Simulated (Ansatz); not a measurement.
# Ga4Sb3N: the cost of one run

Code: Ansatz 0.2.0. PAW datasets, plane waves. Note: simulated data, non-magnetic, for a generated structure that need not be the stable one.

## Step 1: The system as given

The cell was relaxed beforehand with r2SCAN.

Space group I-42m (No. 121), tetragonal; a = 5.762 Å, c = 11.168 Å in the conventional setting, 23.18 Å³ an atom. N has 4 Ga at 2.01 Å; Ga has 1 N at 2.01 Å and 3 Sb at 2.62–2.74 Å; Sb has 4 Ga at 2.62 Å; Sb has 4 Ga at 2.74 Å.

The structure in full:

```
CELL_PARAMETERS angstrom
-2.88120 2.88120 5.58402
2.88120 -2.88120 5.58402
2.88120 2.88120 -5.58402
ATOMIC_POSITIONS crystal
N 0.00000 0.00000 0.00000
Ga 0.69523 0.69523 0.60513
Sb 0.25000 0.75000 0.50000
Ga 0.90990 0.30477 0.00000
Sb 0.50000 0.50000 0.00000
Ga 0.09010 0.09010 0.39487
Sb 0.75000 0.25000 0.50000
Ga 0.30477 0.90990 0.00000
```

## Step 2: PBE bands along the symmetry lines

Contents of input.yaml:

```yaml
crystal:
  lattice:
    - [-2.8812024141, 2.8812024141, 5.5840184556]
    - [2.8812024141, -2.8812024141, 5.5840184556]
    - [2.8812024141, 2.8812024141, -5.5840184556]
  atoms:
    - { symbol: "N", position: [0.0, 0.0, 0.0] }
    - { symbol: Ga, position: [0.6952288433, 0.6952288433, 0.6051290488] }
    - { symbol: Sb, position: [0.25, 0.75, 0.5] }
    - { symbol: Ga, position: [0.9099002055, 0.3047711567, 0.0] }
    - { symbol: Sb, position: [0.5, 0.5, 0.0] }
    - { symbol: Ga, position: [0.0900997945, 0.0900997945, 0.3948709512] }
    - { symbol: Sb, position: [0.75, 0.25, 0.5] }
    - { symbol: Ga, position: [0.3047711567, 0.9099002055, 0.0] }
kpoints:
  mp_grid: { grid: [6, 6, 6] }
  band_path:
    path:
      - [[0.0, 0.0, 0.0], [2.298101596481e-17, 4.774559650819e-18, 0.5], [0.25, 0.25, 0.25], [4.934185104338e-17, 0.5, 2.133714187803e-17], [0.0, 0.0, 0.0], [0.5, 0.5, -0.5], [0.3165570184522, 0.6834429815478, -0.3165570184522]]
      - [[-0.3165570184522, 0.3165570184522, 0.3165570184522], [0.0, 0.0, 0.0]]
      - [[2.298101596481e-17, 4.774559650819e-18, 0.5], [-0.1331140369044, 0.1331140369044, 0.5]]
      - [[0.5, 0.5, -0.1331140369044], [0.5, 0.5, -0.5]]
    npoints: 10
hamiltonian:
  xc: pbe
scf:
  occupations: { method: fermi_dirac, width: 0.02 }
  n_extra_bands: 6
output:
  forces: true
  stress: true
  eigenvalues: true
```

The run is started by

```console
ansatz run input.yaml --threads 4 --pin off --max-ram 6451MiB --backend cpu --events-out ev --progress --plain --runs-dir out
```

**Question.** How long does this run take on 4 threads of Arm Neoverse V2, shared host, and how much memory does it need?

About 20 s, with a peak of 0.9 GiB.
